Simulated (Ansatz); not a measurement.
# SF6 on W (110)

This session takes W and sets out to adsorb SF6 from several starts and take the binding apart.

The COD cell was measured well above room temperature, so it is larger than a cold one.

Computed with Ansatz 0.2.0 (DFT PBE+D3(BJ), scalar-relativistic, plane waves, PAW, unless a step's input says otherwise).

3 further runs of the same task are left out: 3 set aside as unsound or not needed.

**1. The structure to begin with**

Symmetry: Cmmm, No. 65, orthorhombic system. The conventional cell has a = 3.159 Å, b = 4.468 Å, c = 20.468 Å, α = 90.00°, β = 90.00°, γ = 90.00°. Around W (site symmetry mm2) lie 6 W at 2.70 to 2.74 Å. Around W (site symmetry mmm) lie 8 W at 2.70 to 2.74 Å.

Structure file:

```xyz
12
Lattice="5.4722 0.0000 0.0000 -1.8241 5.1592 0.0000 0.0000 0.0000 20.4680" Properties=species:S:1:pos:R:3 pbc="T T T"
W     0.9120    1.2898    8.0000
W     0.0000    3.8694    8.0000
W     3.6481    1.2898    8.0000
W     2.7361    3.8694    8.0000
W     1.8241    2.5796   10.1854
W     2.7361    0.0000   10.1854
W    -0.9120    2.5796   10.1854
W     0.0000    0.0000   10.1854
W     2.7361    3.8694   12.3702
W     3.6481    1.2898   12.3702
W     0.0000    3.8694   12.3702
W     0.9120    1.2898   12.3702
```

Planes are indexed in the bulk's conventional cell (Im-3m (No. 229)), a = 3.159 Å, b = 3.159 Å, c = 3.159 Å, α = 90.00°, β = 90.00°, γ = 90.00°.

This (110) slab, 4.5 Å thick as cut, with 16 Å of vacuum, in a 2×2 surface cell; its outer planes are W (top) and W (bottom), was relaxed beforehand with its lower half held: -124611.3846 eV, work function 4.83 eV.

**2. SF6, flat, over a hollow (nearest W) site**

Input file input.yaml:

```yaml
crystal:
  lattice:
    - [5.4721979616, 0.0, 0.0]
    - [-1.8240659872, 5.1592377156, 0.0]
    - [0.0, 0.0, 25.6280309258]
  atoms:
    - { symbol: W, position: [0.25, 0.25, 0.3121581999] }
    - { symbol: W, position: [0.25, 0.75, 0.3121581999] }
    - { symbol: W, position: [0.75, 0.25, 0.3121581999] }
    - { symbol: W, position: [0.75, 0.75, 0.3121581999] }
    - { symbol: W, position: [0.5, 0.5, 0.3974339552] }
    - { symbol: W, position: [0.5, 0.0, 0.3974339552] }
    - { symbol: W, position: [0.0, 0.5, 0.3974339552] }
    - { symbol: W, position: [0.0, 0.0, 0.3974339552] }
    - { symbol: W, position: [0.75, 0.75, 0.4826832271] }
    - { symbol: W, position: [0.75, 0.25, 0.4826832271] }
    - { symbol: W, position: [0.25, 0.75, 0.4826832271] }
    - { symbol: W, position: [0.25, 0.25, 0.4826832271] }
    - { symbol: S, position: [0.9166666667, 0.5833333333, 0.6325191631] }
    - { symbol: F, position: [0.8457111575, 0.8405504029, 0.6325191631] }
    - { symbol: F, position: [0.9876221759, 0.3261162638, 0.6325191631] }
    - { symbol: F, position: [0.6187602046, 0.4171336837, 0.6325191631] }
    - { symbol: F, position: [1.2145731287, 0.749532983, 0.6325191631] }
    - { symbol: F, position: [0.9166666667, 0.5833333333, 0.6941704076] }
    - { symbol: F, position: [0.9166666667, 0.5833333333, 0.5708679186] }
basis:
  ecutwfc: 420
kpoints:
  mp_grid: { grid: [4, 4, 1] }
hamiltonian:
  xc: pbe
  dispersion: d3bj
scf:
  occupations: { method: gaussian, width: 0.1 }
output:
  forces: true
  eigenvalues: true
relax:
  adjacent_minimum: "off"
  f_tol: 0.04
  max_steps: 100
  constraints: [{ sites: [0, 1, 2, 3] }]
efield:
  axis: 3
  dipole_correction: true
  ramp_width: 0.04
```

The run is started by

```console
$ ansatz run input.yaml --threads 4 --pin off --max-ram 10240MiB --backend cpu --events-out ev --progress --plain --runs-dir out
```

Further runs follow: SF6, donor, over a top (W) site; the lowest end once more, with its density; the slab alone, frozen as in the lowest end; the molecules alone, frozen as adsorbed.

Q: Predict the outcome of this session. Wanted: SF6: lowest end; interaction of the frozen parts; electrons moved above the midplane.

The runs gave:

| quantity | value |
| --- | --- |
| SF6: lowest end | E_ads -0.34 eV, flat start over hollow W-W-W |
| interaction of the frozen parts | -0.26 eV a cell |
| cost of deforming the slab | 0.01 eV |
| cost of deforming and crowding the molecules | -0.09 eV |
| electrons moved above the midplane | -0.006 |

SF6 binds with 0.34 eV a molecule at best, which is physisorption. In all 0.05 electrons are rearranged, and 0.01 cross the midplane towards the slab. These runs have no spin-orbit coupling; with W it would split and shift bands. Spin polarisation is off in the runs that give these values; a magnetic solution could lie lower.
